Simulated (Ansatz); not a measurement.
# C2H7Zn: the cost of one run

Computed with Ansatz 0.2.0, Gaussian basis. Level: PBE0-D4, def2-SVP first, then def2-TZVP.

150 further runs of the same task are left out: 150 set aside as unsound or not needed. Runs told in other sessions of the task aren't counted.

## 1. The starting structure

The guess: 10 atoms, charge 0, spin multiplicity 2.

Atoms are counted from 1 here; the program's logs count them from 0.

Bond lengths: C2–Zn3 2.030 Å, C2–H6 1.088 Å, C2–H7 1.089 Å, Zn3–C4 2.041 Å, C4–H8 1.087 Å, C4–H9 1.086 Å, C4–H10 1.087 Å. Angles: Zn3–C2–H6 114.5°, Zn3–C2–H7 115.5°, H6–C2–H7 107.7°, C2–Zn3–C4 176.2°, Zn3–C4–H8 110.4°, Zn3–C4–H9 113.3°, Zn3–C4–H10 110.9°, H8–C4–H9 107.3°, H8–C4–H10 107.3°, H9–C4–H10 107.3°.

Coordinates:

```xyz
10
C2H7Zn
H     2.3373    0.0050   -0.8577
C     1.0682    0.4396   -1.2505
Zn   -0.4433    0.1065    0.0633
C    -1.9095   -0.3514    1.4067
H     3.2717   -0.2524   -0.7145
H     0.9659   -0.0837   -2.1993
H     1.2759    1.4861   -1.4705
H    -2.1224   -1.4172    1.3879
H    -2.8439    0.1689    1.2167
H    -1.6000   -0.1013    2.4179
```

Distances that are to change: H1–H5 0.98 Å, H1–C2 1.40 Å.

## 2. Relaxing the guess with the reacting distances held

The input, hold/in.yaml:

```yaml
crystal:
  periodic: [false, false, false]
  atoms:
    - {symbol: H, position_ang: [2.337300, 0.005000, -0.857700]}
    - {symbol: C, position_ang: [1.068200, 0.439600, -1.250500]}
    - {symbol: Zn, position_ang: [-0.443300, 0.106500, 0.063300]}
    - {symbol: C, position_ang: [-1.909500, -0.351400, 1.406700]}
    - {symbol: H, position_ang: [3.271700, -0.252400, -0.714500]}
    - {symbol: H, position_ang: [0.965900, -0.083700, -2.199300]}
    - {symbol: H, position_ang: [1.275900, 1.486100, -1.470500]}
    - {symbol: H, position_ang: [-2.122400, -1.417200, 1.387900]}
    - {symbol: H, position_ang: [-2.843900, 0.168900, 1.216700]}
    - {symbol: H, position_ang: [-1.600000, -0.101300, 2.417900]}
basis:
  gaussian: {orbitals: def2-SVP}
magnetization: {spin_polarized: true, initial_magnetization: 1}
hamiltonian: {xc: pbe0, dispersion: d4}
relax: {f_tol: 0.04, max_steps: 150, escape_saddle: false, constraints: [{distance: [0, 4]}, {distance: [0, 1]}]}
```

Command:

```console
> ansatz run in.yaml --threads 8 --pin off --events-out ev --progress --plain --max-ram 19148MiB
```

**Question.** How long does this run take on 8 threads of Arm Neoverse V1, shared host?

About 8 s.
